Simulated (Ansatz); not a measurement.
# CsB3N3: the cost of one run

Method: DFT PBE, scalar-relativistic, plane waves, PAW, in Ansatz 0.2.0.

## Step 1: The system as given

The structure is hexagonal, space group P-62m (No. 189). The conventional cell has a = 4.425 Å, b = 4.425 Å, c = 6.144 Å, α = 90.00°, β = 90.00°, γ = 120.00°. Cs (site symmetry -62m) is surrounded by 2 B at 3.07 Å and 6 N at 3.28 Å. B (site symmetry -6) is surrounded by 3 N at 1.66 Å. B (site symmetry -62m) has 3 N at 1.14 Å as nearest neighbours. N (site symmetry m2m) is surrounded by 1 B at 1.14 Å.

As a file:

```cif
data_structure
_symmetry_space_group_name_H-M 'P 1'
_symmetry_Int_Tables_number 1
_cell_length_a 4.4247
_cell_length_b 4.4247
_cell_length_c 6.1443
_cell_angle_alpha 90.000
_cell_angle_beta 90.000
_cell_angle_gamma 120.000
_cell_volume 104.17
loop_
_atom_site_label
_atom_site_type_symbol
_atom_site_fract_x
_atom_site_fract_y
_atom_site_fract_z
_atom_site_occupancy
Cs1 Cs 0.00000 0.00000 0.50000 1
B1 B 0.33333 0.66667 0.00000 1
B2 B 0.66667 0.33333 0.00000 1
B3 B 0.00000 0.00000 0.00000 1
N1 N 0.25876 0.00000 0.00000 1
N2 N 0.00000 0.25876 0.00000 1
N3 N 0.74124 0.74124 0.00000 1
```

The cell is invented: random cell by space group and Wyckoff sites (P-62m, No. 189). The dimensions are guesses.

## Step 2: Probe: one point on a coarse mesh

Input file input.yaml:

```yaml
crystal:
  lattice:
    - [4.42465316, 0.0, 0.0]
    - [-2.21232658, 3.83186204, 0.0]
    - [0.0, 0.0, 6.14427671]
  atoms:
    - { symbol: Cs, position: [0.0, 0.0, 0.5] }
    - { symbol: B, position: [0.33333333, 0.66666667, 0.0] }
    - { symbol: B, position: [0.66666667, 0.33333333, 0.0] }
    - { symbol: B, position: [0.0, 0.0, 0.0] }
    - { symbol: "N", position: [0.25876082, 0.0, 0.0] }
    - { symbol: "N", position: [0.0, 0.25876082, 0.0] }
    - { symbol: "N", position: [0.74123918, 0.74123918, 0.0] }
basis:
  ecutwfc: 420
kpoints:
  mp_grid: { grid: [6, 6, 4] }
hamiltonian:
  xc: pbe
scf:
  occupations: { method: gaussian, width: 0.1 }
  lower_state_search: "off"
output:
  forces: true
  stress: true
  eigenvalues: true
```

The run is started by

```sh
> ansatz run input.yaml --threads 1 --pin off --max-ram 2560MiB --backend cpu --events-out ev --progress --plain --runs-dir out
```

**Question.** How long does this run take on 1 thread of Arm Neoverse V2, shared host, and how much memory does it need?

About 4.5 s, with a peak of 0.32 GiB.
